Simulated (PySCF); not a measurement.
# C2H6BFN: the cost of one run

Method: levels as typed in each script, gas phase, geometry from GFN2-xTB; program: PySCF 2.14.0.

## (1) The system as given

11 atoms, charge 0, spin multiplicity 2.

Bond lengths: N1–B2 1.373 Å, N1–H6 1.008 Å, N1–H7 1.016 Å, B2–C3 1.588 Å, C3–C4 1.520 Å, C3–H8 1.097 Å, C3–H9 1.093 Å, C4–F5 1.384 Å, C4–H10 1.093 Å, C4–H11 1.097 Å. Angles: B2–N1–H6 124.9°, B2–N1–H7 124.0°, H6–N1–H7 111.1°, N1–B2–C3 121.4°, B2–C3–C4 115.6°, B2–C3–H8 109.3°, B2–C3–H9 109.3°, C4–C3–H8 107.8°, C4–C3–H9 107.9°, H8–C3–H9 106.6°, C3–C4–F5 110.8°, C3–C4–H10 111.9°, C3–C4–H11 111.8°, F5–C4–H10 106.2°, F5–C4–H11 106.1°, H10–C4–H11 109.8°.

Geometry (Å):

```xyz
11
C2H6BFN
N    -2.60170    0.09253   -0.00248
B    -1.37615   -0.52630    0.00440
C    -0.02647    0.30992    0.00446
C     1.25309   -0.51044   -0.00138
F     2.36532    0.31253   -0.00098
H    -3.48890   -0.38510   -0.00261
H    -2.72836    1.10065   -0.00756
H    -0.00680    0.96770   -0.87318
H    -0.00373    0.96005    0.88263
H     1.33801   -1.13850    0.88852
H     1.33487   -1.13069   -0.90205
```

## (2) Density, bond paths and surface potential (PBE0/aug-cc-pvdz)

Input file input.py:

```python
import numpy as np
from pyscf import gto, scf, dft
from pyscf.scf import atom_ks, atom_hf
from scipy.linalg import block_diag

def solve(mol, dm0=None, hcore=None):
    mf = (dft.UKS if mol.spin else dft.RKS)(mol, xc='pbe0')
    mf.grids.level = 3
    mf = mf.density_fit(auxbasis='def2-universal-jkfit')
    mf.conv_tol, mf.max_cycle = 1e-8, 80
    if hcore is not None:
        mf.get_hcore = lambda *args: hcore
    mf.kernel(dm0)
    if not mf.converged:
        mf = mf.newton().run(mf.mo_coeff, mf.mo_occ, max_cycle=30)
    assert mf.converged, 'SCF not converged'
    return mf

mol = gto.M(atom='''
N     -2.60170     0.09253    -0.00248
B     -1.37615    -0.52630     0.00440
C     -0.02647     0.30992     0.00446
C      1.25309    -0.51044    -0.00138
F      2.36532     0.31253    -0.00098
H     -3.48890    -0.38510    -0.00261
H     -2.72836     1.10065    -0.00756
H     -0.00680     0.96770    -0.87318
H     -0.00373     0.96005     0.88263
H      1.33801    -1.13850     0.88852
H      1.33487    -1.13069    -0.90205
''', basis='aug-cc-pvdz', charge=0, spin=1, verbose=4)
mf = solve(mol)
mf.analyze()
# spherically averaged free atoms, for the promolecule
atm = atom_ks.get_atm_nrks(mol, xc='pbe0')
pro = block_diag(*[(atm[a[0]][2] * atm[a[0]][3]) @ atm[a[0]][2].T for a in mol._atom])
np.savez('result.npz', e=mf.e_tot, c=mf.mo_coeff, occ=mf.mo_occ, eps=mf.mo_energy, pro=pro, dip=mf.dip_moment(verbose=0), s2=mf.spin_square()[0])
```

Started as:

```console
> OMP_NUM_THREADS=1 python input.py
```

Q: Estimate wall time and peak memory on 1 thread of Arm Neoverse V1, shared host.

About 48 s, with a peak of 0.64 GiB.
